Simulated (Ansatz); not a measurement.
# CH₈InN: basis-set convergence

The task here is to estimate one member of a computed series from the others.

Program: Ansatz 0.2.0, Gaussian basis. Level of theory: one geometry, several basis sets. These are calculated values, not measurements.

The runs, in order: PBE0-D4/def2-SVP; ωB97M-V/def2-SVP; PBE0-D4/def2-QZVPP; ωB97M-V/def2-QZVPP; the functionals' def2-TZVPP values are taken from earlier runs.

## The relaxed structure

The geometry comes from an earlier relaxation with PBE0-D4 in a triple-zeta def2 set; it is a stationary point, not always the lowest conformer. In takes the def2 core potential; no spin-orbit term is included.

SMILES `C[NH2+][InH3-]`, 11 atoms, charge 0, spin multiplicity 1.

Atoms are counted from 1 here; the program's logs count them from 0.

Bond lengths: C1–N2 1.465 Å, C1–H4 1.090 Å, C1–H5 1.094 Å, C1–H6 1.090 Å, N2–In3 2.376 Å, N2–H7 1.014 Å, N2–H8 1.014 Å, In3–H9 1.738 Å, In3–H10 1.738 Å, In3–H11 1.737 Å. Angles: N2–C1–H4 108.9°, N2–C1–H5 112.9°, N2–C1–H6 108.9°, H4–C1–H5 109.0°, H4–C1–H6 107.8°, H5–C1–H6 109.0°, C1–N2–In3 113.4°, C1–N2–H7 110.7°, C1–N2–H8 110.7°, In3–N2–H7 107.6°, In3–N2–H8 107.6°, H7–N2–H8 106.7°, N2–In3–H9 96.0°, N2–In3–H10 95.9°, N2–In3–H11 97.3°, H9–In3–H10 118.5°, H9–In3–H11 118.9°, H10–In3–H11 118.9°.

Set-up of the first run:

File in.yaml:

```yaml
crystal:
  periodic: [false, false, false]
  atoms:
    - {symbol: C, position_ang: [1.209241, -0.837465, 0.121088]}
    - {symbol: N, position_ang: [0.501590, 0.399661, 0.460862]}
    - {symbol: In, position_ang: [-1.666936, 0.538544, -0.500124]}
    - {symbol: H, position_ang: [1.303452, -0.904568, -0.962810]}
    - {symbol: H, position_ang: [2.204811, -0.896053, 0.570065]}
    - {symbol: H, position_ang: [0.616482, -1.688028, 0.457910]}
    - {symbol: H, position_ang: [1.026965, 1.209247, 0.150656]}
    - {symbol: H, position_ang: [0.397444, 0.488276, 1.465357]}
    - {symbol: H, position_ang: [-1.139207, 0.439633, -2.153024]}
    - {symbol: H, position_ang: [-2.290862, -0.895686, 0.257603]}
    - {symbol: H, position_ang: [-2.097479, 2.089439, 0.153117]}
basis:
  gaussian: {orbitals: def2-SVP}
hamiltonian: {xc: pbe0, dispersion: d4}
output: {orbitals: {seedname: orbitals}}
```

Command:

```
$ ansatz run in.yaml --threads 4 --pin off --events-out ev --progress --plain --max-ram 10444MiB
```

Steps of the session up to this table: PBE0-D4 in def2-SVP; ωB97M-V in def2-SVP; PBE0-D4 in def2-QZVPP; ωB97M-V in def2-QZVPP.

One of the session's tables, all rows but one given; the rest of the session is left out.

It belongs to the step «Density functionals: the series». 

```
functional       basis  HOMO (eV)  LUMO (eV)
   PBE0-D4    def2-SVP          ?          ?
   PBE0-D4  def2-TZVPP      -7.27      -0.34
   PBE0-D4  def2-QZVPP      -7.29      -0.49
   ωB97M-V    def2-SVP      -9.36       1.54
   ωB97M-V  def2-TZVPP      -9.50       0.89
   ωB97M-V  def2-QZVPP      -9.51       0.58
```

Estimate the missing values for PBE0-D4, def2-SVP.

As computed: HOMO (eV): -7.20; LUMO (eV): 0.03. In the column «HOMO (eV)» it is the highest.
